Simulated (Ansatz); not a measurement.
# HoNbSe3: the cost of one run

Program: Ansatz 0.2.0. Level of theory: DFT PBE, scalar-relativistic, plane waves, PAW; 4f electrons in the core of a trivalent norm-conserving potential. These are calculated values, not measurements.

1 further run of the same task is left out (set aside as unsound or not needed).

## (1) The starting structure

The structure is tetragonal, space group P4/mmm (No. 123). Conventional cell: a = 4.097 Å, b = 4.097 Å, c = 8.512 Å, α = 90.00°, β = 90.00°, γ = 90.00°. Around Ho (site symmetry 4/mmm) lie 4 Nb at 2.90 Å. Nb (site symmetry 4/mmm) is surrounded by 2 Se at 1.91 Å. Se (site symmetry 4mm) has 1 Nb at 1.91 Å in its first shell of neighbours. Se (site symmetry 4/mmm) is surrounded by 2 Se at 2.35 Å.

Structure file:

```cif
data_structure
_symmetry_space_group_name_H-M 'P 1'
_symmetry_Int_Tables_number 1
_cell_length_a 4.0973
_cell_length_b 4.0973
_cell_length_c 8.5118
_cell_angle_alpha 90.000
_cell_angle_beta 90.000
_cell_angle_gamma 90.000
_cell_volume 142.89
loop_
_atom_site_label
_atom_site_type_symbol
_atom_site_fract_x
_atom_site_fract_y
_atom_site_fract_z
_atom_site_occupancy
Ho1 Ho 0.00000 0.00000 0.00000 1
Nb1 Nb 0.50000 0.50000 0.00000 1
Se1 Se 0.50000 0.50000 0.77568 1
Se2 Se 0.50000 0.50000 0.22432 1
Se3 Se 0.50000 0.50000 0.50000 1
```

A structure generator made this guess: random cell by space group and Wyckoff sites (P4/mmm, No. 123). The dimensions are guesses.

## (2) Probe: one point on a coarse mesh

input.yaml reads:

```yaml
crystal:
  lattice:
    - [4.09728257, 0.0, 0.0]
    - [0.0, 4.09728257, 0.0]
    - [0.0, 0.0, 8.51176806]
  atoms:
    - { symbol: Ho, position: [0.0, 0.0, 0.0] }
    - { symbol: Nb, position: [0.5, 0.5, 0.0] }
    - { symbol: Se, position: [0.5, 0.5, 0.77568287] }
    - { symbol: Se, position: [0.5, 0.5, 0.22431713] }
    - { symbol: Se, position: [0.5, 0.5, 0.5] }
basis:
  ecutwfc: 690
kpoints:
  mp_grid: { grid: [4, 4, 2] }
hamiltonian:
  xc: pbe
  pseudopotentials:
    kind: paw
    azcp: { Ho: "pseudopotentials/pbe/nc/lanthanide_3plus/Ho.nc.azcp" }
scf:
  occupations: { method: gaussian, width: 0.1 }
  lower_state_search: "off"
output:
  forces: true
  stress: true
  eigenvalues: true
```

Launch:

```bash
> ansatz run input.yaml --threads 1 --pin off --max-ram 2560MiB --backend cpu --events-out ev --progress --plain --runs-dir out
```

What time and memory should one allow on 1 thread of Intel Xeon at 2.70GHz, shared host?

About 17 s, with a peak of 0.53 GiB.
